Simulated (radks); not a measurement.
# Lu⁴⁺ in [Xe] 4f13: an all-electron calculation

Wanted: eigenvalues, radial structure and energy terms of the lutetium ion Lu4+.

Program: radks (a radial shooting solver on a logarithmic mesh, Libxc functionals) version 1. Level of theory: Dirac Kohn-Sham, PBE, spin-unpolarised, spherical densities, finite nucleus; open shells fill j = l - 1/2 first. These are calculated values, not measurements, unless marked.

## 1. The atom as given

| Quantity | Value |
| --- | --- |
| element | lutetium (Z = 71) |
| charge | +4 |
| electrons | 67 |
| configuration | [Xe] 4f13 |
| nuclear rms radius | 5.37 fm |

## 2. The calculation

Settings of this run:

```text
Z 71
configuration [Xe] 4f13
relativity Dirac
functional pbe,pbe
spin unpolarised
j_filling energy
nucleus finite rms 5.37 fm
c 137.035999084
```

**Question.** What will this run give?

**Answer**, as computed:

```
                        quantity                   value
                    total energy     -14576.0211 hartree
exchange-correlation share of it                  2.06 %
                            −T/E                  1.1144
          highest occupied level       4f7/2, -56.721 eV
    most extended occupied level  5p3/2, <r> = 1.35 bohr
 radius at density 0.001 e/bohr³               2.91 bohr
    maxima of the radial density                       4
         ionisation energy, NIST     66.8 (semi-emp.) eV
```

5 principal shells are occupied and 4 maxima appear in the radial density; where shells overlap, one shows as a shoulder or not at all. −T/E is 1.114: with relativity the kinetic term as defined here no longer equals −E. The top level binds by 56.721 eV, 85 % of the NIST ionisation energy of 66.8 eV; the potential of a semilocal functional falls off too fast, so its top eigenvalue is too shallow. Spin polarisation and multiplet splitting are left out.
